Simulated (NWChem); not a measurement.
**HSE03 (NWChem form)/x2c-SVPall (DKH2) run of SnS (SMILES [S][Sn])**

Aim: the vertical electron affinity of SnS at HSE03 (NWChem form)/x2c-SVPall (DKH2), from 2 runs. 

Program for the calculation: NWChem 7.3.0.

1 further run of the same task is left out (it didn't finish).

## 1. The system as given

The species is SnS (2 atoms), meant as a singlet with charge 0. SMILES: `[S][Sn]`. The bond length is the measured one.

Bond lengths: S1–Sn2 2.209 Å.

## 2. Energy and forces at HSE03 (NWChem form)/x2c-SVPall (DKH2)

Contents of ssn.nw:

```
start ssn
title "SSn HSE03 (NWChem form)"
memory stack 880 mb heap 220 mb global 1100 mb
charge 0
geometry units angstrom noautoz
   S     0.000000    0.000000    0.000000
   Sn    0.000000    0.000000    2.209026
end
basis spherical
   * library x2c-SVPall
end
relativistic
   douglas-kroll dkh
end
dft
   xc hse03
   mult 1
   grid coarse
   direct
   maxiter 200
end
task dft gradient
```

Run with:

```
$ nwchem ssn.nw > ssn.out
```

Standard output, cut to the lines that bear on the results:

```text
[...]
 Group name             C4v
[...]
          Wavefunction type:  closed shell.
          No. of atoms     :     2
          No. of electrons :    66
[...]
          Charge           :     0
          Spin multiplicity:     1
[...]
          AO basis - number of functions:    54
[...]
              XC Information
              --------------
                        HSE03 Method XC Functional
                     Hartree-Fock (Exact) Exchange  0.250
          PerdewBurkeErnzerhof Exchange Functional  1.000
                     CAM-PBE96 Exchange Functional -0.250
            Perdew 1991 LDA Correlation Functional  1.000 local
           PerdewBurkeErnz. Correlation Functional  1.000 non-local
[...]
 d= 0,ls=0.0,diis     1  -6573.0255353028 -6.76D+03  5.32D-02  3.68D-01     2.7
[...]
 d= 0,ls=0.0,diis    10  -6573.0954353378 -2.62D-09  5.35D-07  8.32D-10    13.2
         Total DFT energy =    -6573.095435337822
      One electron energy =    -9422.457700503206
           Coulomb energy =     2849.906716023901
    Exchange-Corr. energy =     -192.186287215245
 Nuclear repulsion energy =      191.641836356729
[...]
  wavefunction    = closed shell
[...]
                         DFT ENERGY GRADIENTS
    atom               coordinates                        gradient
                 x          y          z           x          y          z
   1 S       0.000000   0.000000  -3.162465    0.000000   0.000000   0.013102
   2 Sn      0.000000   0.000000   1.011989    0.000000   0.000000  -0.013102
[...]
```

Run time: 17 s. Hardware: 1 thread of AMD EPYC 9R45 (Zen 5), shared host; peak memory 0.13 GiB.

## 3. The doublet anion

Contents of geom.nw:

```
start geom
title "SnS"
memory 2200 mb
charge -1
geometry units angstroms noautosym nocenter noautoz
   S        0.000000       0.000000       0.000000
   Sn       0.000000       0.000000       2.209026
end
basis spherical
   * library x2c-SVPall
end
relativistic
   douglas-kroll dkh
end
dft
   xc hse03
   mult 2
   grid coarse
   direct
   iterations 150
   print medium
end
task dft gradient
```

Run with:

```
$ nwchem geom.nw > geom.out
```

Standard output, cut to the lines that bear on the results:

```text
[...]
          Wavefunction type:  spin polarized.
          No. of atoms     :     2
          No. of electrons :    67
[...]
          Charge           :    -1
          Spin multiplicity:     2
[...]
          AO basis - number of functions:    54
[...]
              XC Information
              --------------
                        HSE03 Method XC Functional
                     Hartree-Fock (Exact) Exchange  0.250
          PerdewBurkeErnzerhof Exchange Functional  1.000
                     CAM-PBE96 Exchange Functional -0.250
            Perdew 1991 LDA Correlation Functional  1.000 local
           PerdewBurkeErnz. Correlation Functional  1.000 non-local
[...]
 d= 0,ls=0.0,diis     1  -6572.8187701578 -6.76D+03  4.95D-02  6.43D-01     2.7
[...]
 d= 0,ls=0.5,diis    22  -6573.1053157696 -8.93D-07  8.84D-06  8.02D-07    28.2
[...]
         Total DFT energy =    -6573.105316339385
      One electron energy =    -9438.607499196265
           Coulomb energy =     2866.295978019874
    Exchange-Corr. energy =     -192.435631519723
 Nuclear repulsion energy =      191.641836356729
[...]
      <S2> =      0.7533 (Exact =     0.7500)
[...]
  wavefunction    = open shell
[...]
                         DFT ENERGY GRADIENTS
    atom               coordinates                        gradient
                 x          y          z           x          y          z
   1 S       0.000000   0.000000   0.000000   -0.000000  -0.000000   0.049815
   2 Sn      0.000000   0.000000   4.174454    0.000000   0.000000  -0.049815
[...]
```

Run time: 34 s. Hardware: 1 thread of AMD EPYC 9R45 (Zen 5), shared host; peak memory 0.14 GiB.

## 4. Results

Level: HSE03 (NWChem form)/x2c-SVPall (DKH2).

```
                                         quantity           value
                        singlet SnS: total energy  -6573.09544 Eh
                       singlet SnS: dipole moment          2.94 D
                         singlet SnS: HOMO energy        -6.47 eV
                         singlet SnS: LUMO energy        -2.98 eV
                       singlet SnS: HOMO–LUMO gap         3.50 eV
            singlet SnS: largest force on an atom      0.674 eV/Å
                      doublet anion: total energy  -6573.10532 Eh
doublet anion: HOMO energy (highest over α and β)         2.47 eV
 doublet anion: LUMO energy (lowest over α and β)         2.71 eV
                              doublet anion: ⟨S²⟩           0.753
          doublet anion: largest force on an atom      2.562 eV/Å
vertical electron affinity (to the doublet anion)        0.269 eV
```

What this shows: At fixed nuclei the extra electron is bound by 0.27 eV (25.9 kJ/mol). The basis has no diffuse functions, so the error can be as large as this value. The largest force (singlet SnS) is 0.67 eV/Å: the shape isn't a stationary point for this species at this level. The HOMO (doublet anion) lies at positive energy, 2.47 eV; only total energies tell whether the electron is bound.
